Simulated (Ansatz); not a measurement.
# NaRe2MoF6: the cost of one run

Program: Ansatz 0.2.0. Level of theory: reference: DFT PBEsol, plane waves, PAW, scalar-relativistic, no spin polarisation. These are calculated values, not measurements.

1 further run of the same task is left out (it didn't finish).

**1. The system as given**

Symmetry: Fm-3m, No. 225, cubic system. The conventional cell has a = 7.967 Å, b = 7.967 Å, c = 7.967 Å, α = 90.00°, β = 90.00°, γ = 90.00°. Re (site symmetry -43m) is surrounded by 12 F at 2.82 Å. F (site symmetry 4mm) has 1 Mo at 1.87 Å and 1 Na at 2.11 Å as nearest neighbours. Na (site symmetry m-3m) has 6 F at 2.11 Å as nearest neighbours. Around Mo (site symmetry m-3m) lie 6 F at 1.87 Å.

Coordinates:

```cif
data_structure
_symmetry_space_group_name_H-M 'P 1'
_symmetry_Int_Tables_number 1
_cell_length_a 5.6338
_cell_length_b 5.6338
_cell_length_c 5.6338
_cell_angle_alpha 60.000
_cell_angle_beta 60.000
_cell_angle_gamma 60.000
_cell_volume 126.44
loop_
_atom_site_label
_atom_site_type_symbol
_atom_site_fract_x
_atom_site_fract_y
_atom_site_fract_z
_atom_site_occupancy
Re1 Re 0.25000 0.25000 0.25000 1
Re2 Re 0.75000 0.75000 0.75000 1
F1 F 0.76500 0.23500 0.23500 1
F2 F 0.23500 0.76500 0.23500 1
F3 F 0.23500 0.76500 0.76500 1
F4 F 0.76500 0.23500 0.76500 1
F5 F 0.23500 0.23500 0.76500 1
F6 F 0.76500 0.76500 0.23500 1
Na1 Na 0.50000 0.50000 0.50000 1
Mo1 Mo 0.00000 0.00000 0.00000 1
```

**2. The reference run**

input.yaml

```yaml
crystal:
  lattice:
    - [0.0, 3.983666, 3.983666]
    - [3.983666, 0.0, 3.983666]
    - [3.983666, 3.983666, 0.0]
  atoms:
    - { symbol: Re, position: [0.25, 0.25, 0.25] }
    - { symbol: Re, position: [0.75, 0.75, 0.75] }
    - { symbol: F, position: [0.765, 0.235, 0.235] }
    - { symbol: F, position: [0.235, 0.765, 0.235] }
    - { symbol: F, position: [0.235, 0.765, 0.765] }
    - { symbol: F, position: [0.765, 0.235, 0.765] }
    - { symbol: F, position: [0.235, 0.235, 0.765] }
    - { symbol: F, position: [0.765, 0.765, 0.235] }
    - { symbol: Na, position: [0.5, 0.5, 0.5] }
    - { symbol: Mo, position: [0.0, 0.0, 0.0] }
  symmetry: { tolerance: 0.0003 }
kpoints:
  mp_grid: { grid: [4, 4, 4], shift: [0, 0, 0] }
magnetization:
  spin_polarized: false
scf:
  occupations: { method: methfessel_paxton, width: 0.0212 }
hamiltonian:
  pseudopotentials: { kind: paw }
  xc: pbesol
total_charge: -1
basis:
  ecutwfc: 420
output:
  forces: true
  stress: true
  eigenvalues: true
```

Started as:

```
ansatz run input.yaml --threads 1 --pin off --max-ram 2560MiB --backend cpu --events-out ev --progress --plain --runs-dir out
```

What time and memory should one allow on 1 thread of Arm Neoverse V1, shared host?

About 5.1 s, with a peak of 0.42 GiB.
